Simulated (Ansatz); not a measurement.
Task: an atomisation energy of ClH2SSi, SMILES S[SiH]Cl, with Ansatz 0.2.0, Python API. Give the script and its output. Use (for the species named): Hartree-Fock, cc-pVTZ basis, multiplicity 2.

```xyz
5

S    -1.4419    0.1365   -0.2467
Si    0.6483    0.1460   -0.3413
Cl    1.3305    1.8040    0.6231
H    -1.6014   -1.1161   -0.4823
H     1.1144   -1.0439    0.4058
```

`clh2ssi.py`
```python
from collections import Counter

import ansatz as az


def single_point(molecule, charge=0, unpaired=0):
    calc = (
        molecule.calculation()
        .basis(gaussian="cc-pVTZ")
        .functional("HF")
    )
    if charge:
        calc = calc.charge(charge)
    if unpaired:
        calc = calc.spin("collinear", total=unpaired)
    return calc.run(threads=1, backend="cpu").report["free_energy_ev"]

clh2ssi = (
    az.Crystal.molecule()
    .atom("S", (-1.4419, 0.1365, -0.2467))
    .atom("Si", (0.6483, 0.146, -0.3413))
    .atom("Cl", (1.3305, 1.804, 0.6231))
    .atom("H", (-1.6014, -1.1161, -0.4823))
    .atom("H", (1.1144, -1.0439, 0.4058))
)

unpaired = {"S": 2, "Si": 2, "Cl": 1, "H": 1}
counts = Counter(site.symbol for site in clh2ssi.cartesian_sites)
atom_energy = {s: single_point(az.Crystal.molecule().atom(s, (0, 0, 0)), 0, unpaired[s]) for s in counts}
whole = single_point(clh2ssi, 0, 1)
for s, e in atom_energy.items():
    print(f"{s:2s} x{counts[s]}  {e:14.5f} eV")
print(f"ClH2SSi: {whole:.5f} eV")
split = sum(counts[s] * e for s, e in atom_energy.items()) - whole
print(f"atomisation energy (no zero-point term): {split:.3f} eV, {split / sum(counts.values()):.3f} eV an atom")
```

```console
$ python clh2ssi.py
S  x1    -10816.77825 eV
Si x1     -7860.18382 eV
Cl x1    -12503.23562 eV
H  x2       -13.60052 eV
ClH2SSi: -31217.46071 eV
atomisation energy (no zero-point term): 10.062 eV, 2.012 eV an atom
```

10.062 eV from the electronic energies, without the zero-point term.

Caveats:
- Total energies depend on the basis set; only differences at equal settings carry meaning.
- The geometry is a force-field or estimated start, not a minimum of this method, and the basis set is short of its limit. All parts are taken at fixed geometry, without zero-point energy.
- The run takes the species as open-shell (spin multiplicity 2), which needn't be its ground state.
- Hartree-Fock leaves correlation out, so bond, atomisation and ionisation energies come out well too low.
- For Al to Cl the sets with a tight d function, cc-pV(X+d)Z, are usual.
- Timing: 3.4 s on 1 thread of Arm Neoverse V2 (shared host), peak memory 0.37 GiB.
